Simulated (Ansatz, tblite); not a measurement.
# Tetraphenylborate (C24H20B−): rung by rung

Aim: run the singlet of tetraphenylborate (C24H20B−) at one geometry on many levels, and compare frontier levels, spin and run time.

The runs use Ansatz 0.2.0, Gaussian basis; as each input shows.

The runs, in order: GFN1-xTB, GFN2-xTB, PBE-D4/def2-TZVP, r2SCAN-D4/def2-TZVP, BLYP-D4/def2-TZVP, HF/def2-TZVP, BHLYP-D4/def2-TZVP, PBE-D4/def2-SVP, PBE0-D4/def2-SVP, HF/6-31G, B3LYP-D4/6-31G, MP2/def2-SVP, RPA/def2-SVP.

### Step 1. The geometry

The geometry is that of the singlet, from an earlier relaxation (PBE-D4/def2-SVP).

SMILES `c1ccc([B-](c2ccccc2)(c2ccccc2)c2ccccc2)cc1`, 45 atoms, charge -1, spin multiplicity 1.

Bond lengths: C1–C2 1.405 Å, C1–C25 1.405 Å, C1–H26 1.103 Å, C2–C3 1.404 Å, C2–H27 1.103 Å, C3–C4 1.416 Å, C3–H28 1.103 Å, C4–B5 1.645 Å, C4–C24 1.416 Å, B5–C6 1.645 Å, B5–C12 1.645 Å, B5–C18 1.645 Å, C6–C7 1.416 Å, C6–C11 1.416 Å, C7–C8 1.404 Å, C7–H29 1.103 Å, C8–C9 1.405 Å, C8–H30 1.103 Å and more. Angles: C2–C1–C25 118.8°, C2–C1–H26 120.6°, C25–C1–H26 120.6°, C1–C2–C3 120.2°, C1–C2–H27 119.9°, C3–C2–H27 119.9°, C2–C3–C4 122.5°, C2–C3–H28 118.9°, C4–C3–H28 118.7°, C3–C4–B5 121.9°, C3–C4–C24 115.9°, B5–C4–C24 121.9°, C4–B5–C6 102.9°, C4–B5–C12 112.8°, C4–B5–C18 112.8°, C6–B5–C12 112.8°, C6–B5–C18 112.8°, C12–B5–C18 102.9° and more.

The ion is computed in the gas phase, without counter-ions or solvent.

PBE0-D4/def2-TZVP was run before; its log isn't repeated, and its numbers join the tables.

### Step 2. GFN1-xTB

Tight binding, by tblite at 300 K electronic temperature and without a spin-polarisation term:

```python
tblite.interface.Calculator('GFN1-xTB', numbers, positions, charge=-1, uhf=0).singlepoint()
```

Energy -1718.7340 eV, HOMO -7.65 eV, LUMO -3.79 eV; 0.089 s.

### Step 3. GFN2-xTB

Tight binding, by tblite at 300 K electronic temperature and without a spin-polarisation term:

```python
tblite.interface.Calculator('GFN2-xTB', numbers, positions, charge=-1, uhf=0).singlepoint()
```

Energy -1713.4891 eV, HOMO -6.23 eV, LUMO -2.61 eV; 0.06 s.

### Step 4. PBE-D4/def2-TZVP

start.molden holds the orbitals of an earlier run on this state, given as this run's starting guess.

The input, in.yaml:

```yaml
crystal:
  periodic: [false, false, false]
  atoms:
    - {symbol: C, position_ang: [-2.507088, -3.123081, 2.078783]}
    - {symbol: C, position_ang: [-3.110946, -2.134908, 1.283947]}
    - {symbol: C, position_ang: [-2.320287, -1.191107, 0.608274]}
    - {symbol: C, position_ang: [-0.906748, -1.189386, 0.685528]}
    - {symbol: B, position_ang: [-0.000334, -0.000056, 0.000255]}
    - {symbol: C, position_ang: [0.044319, 1.151351, 1.174149]}
    - {symbol: C, position_ang: [-0.969196, 2.131651, 1.299891]}
    - {symbol: C, position_ang: [-1.003790, 3.047899, 2.363744]}
    - {symbol: C, position_ang: [-0.013623, 3.012301, 3.359310]}
    - {symbol: C, position_ang: [0.998035, 2.041667, 3.273759]}
    - {symbol: C, position_ang: [1.016817, 1.133386, 2.202741]}
    - {symbol: C, position_ang: [-0.635288, 0.552900, -1.412816]}
    - {symbol: C, position_ang: [-1.306864, -0.304094, -2.317582]}
    - {symbol: C, position_ang: [-1.751900, 0.129275, -3.577184]}
    - {symbol: C, position_ang: [-1.532746, 1.454964, -3.986299]}
    - {symbol: C, position_ang: [-0.855403, 2.327962, -3.119132]}
    - {symbol: C, position_ang: [-0.417468, 1.877227, -1.863167]}
    - {symbol: C, position_ang: [1.496732, -0.515049, -0.446192]}
    - {symbol: C, position_ang: [2.607617, 0.361391, -0.489227]}
    - {symbol: C, position_ang: [3.863088, -0.036290, -0.977160]}
    - {symbol: C, position_ang: [4.054411, -1.344008, -1.452689]}
    - {symbol: C, position_ang: [2.968745, -2.235093, -1.438864]}
    - {symbol: C, position_ang: [1.720337, -1.820023, -0.947331]}
    - {symbol: C, position_ang: [-0.332195, -2.188659, 1.507333]}
    - {symbol: C, position_ang: [-1.107036, -3.140395, 2.190192]}
    - {symbol: H, position_ang: [-3.121476, -3.868427, 2.610366]}
    - {symbol: H, position_ang: [-4.209823, -2.098572, 1.191429]}
    - {symbol: H, position_ang: [-2.817613, -0.419280, -0.002327]}
    - {symbol: H, position_ang: [-1.762677, 2.173282, 0.535343]}
    - {symbol: H, position_ang: [-1.812393, 3.796631, 2.418276]}
    - {symbol: H, position_ang: [-0.033355, 3.729842, 4.196172]}
    - {symbol: H, position_ang: [1.779455, 1.991215, 4.051092]}
    - {symbol: H, position_ang: [1.815779, 0.374513, 2.162108]}
    - {symbol: H, position_ang: [-1.482790, -1.351836, -2.022350]}
    - {symbol: H, position_ang: [-2.273562, -0.574601, -4.247882]}
    - {symbol: H, position_ang: [-1.881282, 1.802602, -4.972838]}
    - {symbol: H, position_ang: [-0.664997, 3.370556, -3.425970]}
    - {symbol: H, position_ang: [0.119892, 2.578658, -1.203533]}
    - {symbol: H, position_ang: [2.479594, 1.395818, -0.129444]}
    - {symbol: H, position_ang: [4.700891, 0.681598, -0.988587]}
    - {symbol: H, position_ang: [5.037840, -1.663718, -1.835102]}
    - {symbol: H, position_ang: [3.096191, -3.263755, -1.817043]}
    - {symbol: H, position_ang: [0.880767, -2.534827, -0.954954]}
    - {symbol: H, position_ang: [0.764587, -2.216819, 1.617565]}
    - {symbol: H, position_ang: [-0.614241, -3.902695, 2.817457]}
basis:
  gaussian: {orbitals: def2-TZVP, fitting: {mean_field: def2-universal-jkfit}, initial_orbitals: start.molden}
total_charge: -1
hamiltonian: {xc: pbe, dispersion: d4}
scf: {omitted_lower_state_checks: [starts]}
output: {forces: true, orbitals: {seedname: orbitals}}
```

Launch:

```
$ ansatz run in.yaml --threads 2 --pin off --events-out ev --progress --plain --max-ram 22528MiB --backend cuda --devices 0, --max-vram 18GiB
```

The runs that follow: r2SCAN-D4/def2-TZVP; BLYP-D4/def2-TZVP; HF/def2-TZVP; BHLYP-D4/def2-TZVP; PBE-D4/def2-SVP; PBE0-D4/def2-SVP; HF/6-31G; B3LYP-D4/6-31G; MP2/def2-SVP; RPA/def2-SVP.

Before running them: what should the planned runs give, taken together? Wanted: gap in def2-TZVP, named functionals and Hartree-Fock, smallest and largest; correlation energy, MP2/def2-SVP; PBE0 total energy, smallest basis above largest.

**Answer**, as computed:

| quantity | value |
| --- | --- |
| gap in def2-TZVP, named functionals and Hartree-Fock, smallest and largest | 3.99 eV (BLYP-D4), 10.96 eV (HF) |
| correlation energy, MP2/def2-SVP | -88.51 eV |
| PBE0 total energy, smallest basis above largest | 26.63 eV (def2-SVP, def2-TZVP) |

In words: Over the named functionals and Hartree-Fock in def2-TZVP the gap runs from 3.99 eV (BLYP-D4) to 10.96 eV (HF); exact exchange widens it.
